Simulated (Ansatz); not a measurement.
# F3H3MoO3: the cost of one run

Computed with Ansatz 0.2.0, Gaussian basis. Level: the settings change from run to run.

### Step 1. The geometry

The geometry comes from an earlier relaxation with PBE0-D4 in a triple-zeta def2 set; it is a stationary point, not always the lowest conformer. Mo takes a core potential in def2 sets; no spin-orbit term is included.

SMILES `[OH][Mo]([OH])([OH])([F])([F])[F]`, 10 atoms, charge 0, spin multiplicity 1.

Atoms are counted from 1 here; the program's logs count them from 0.

Bond lengths: O1–Mo2 1.844 Å, O1–H8 0.964 Å, Mo2–O3 1.844 Å, Mo2–O4 1.846 Å, Mo2–F5 1.838 Å, Mo2–F6 1.914 Å, Mo2–F7 1.868 Å, O3–H9 0.964 Å, O4–H10 0.962 Å. Angles: Mo2–O1–H8 120.9°, O1–Mo2–O3 158.6°, O1–Mo2–O4 100.7°, O1–Mo2–F5 90.2°, O1–Mo2–F6 79.5°, O1–Mo2–F7 91.4°, O3–Mo2–O4 100.7°, O3–Mo2–F5 90.2°, O3–Mo2–F6 79.4°, O3–Mo2–F7 91.4°, O4–Mo2–F5 88.2°, O4–Mo2–F6 170.9°, O4–Mo2–F7 83.2°, F5–Mo2–F6 100.9°, F5–Mo2–F7 171.5°, F6–Mo2–F7 87.6°, Mo2–O3–H9 120.9°, Mo2–O4–H10 124.7°.

### Step 2. RPA/x2c-TZVPPall

Options: atoms shaken by 0.03 Å.

Contents of in.yaml:

```yaml
crystal:
  periodic: [false, false, false]
  atoms:
    - {symbol: O, position_ang: [-1.744845, -0.607915, 0.430792]}
    - {symbol: Mo, position_ang: [-0.071292, 0.019588, -0.097366]}
    - {symbol: O, position_ang: [1.394629, 1.145358, -0.125723]}
    - {symbol: O, position_ang: [0.327016, -1.081734, -1.587279]}
    - {symbol: F, position_ang: [-0.907046, 1.203745, -1.275738]}
    - {symbol: F, position_ang: [-0.275997, 0.946972, 1.521115]}
    - {symbol: F, position_ang: [0.869106, -1.282717, 0.828399]}
    - {symbol: H, position_ang: [-2.064839, -0.386541, 1.243098]}
    - {symbol: H, position_ang: [1.608960, 1.736113, 0.529154]}
    - {symbol: H, position_ang: [0.822807, -1.845205, -1.547033]}
basis:
  gaussian: {orbitals: x2c-TZVPPall}
hamiltonian: {xc: {name: HF}}
correlation: {method: rpa}
```

Launch:

```console
$ ansatz run in.yaml --threads 8 --pin off --events-out ev --progress --plain --max-ram 20889MiB
```

What time and memory should one allow on 8 threads of AMD EPYC, shared host?

About 23 s, with a peak of 1.1 GiB.
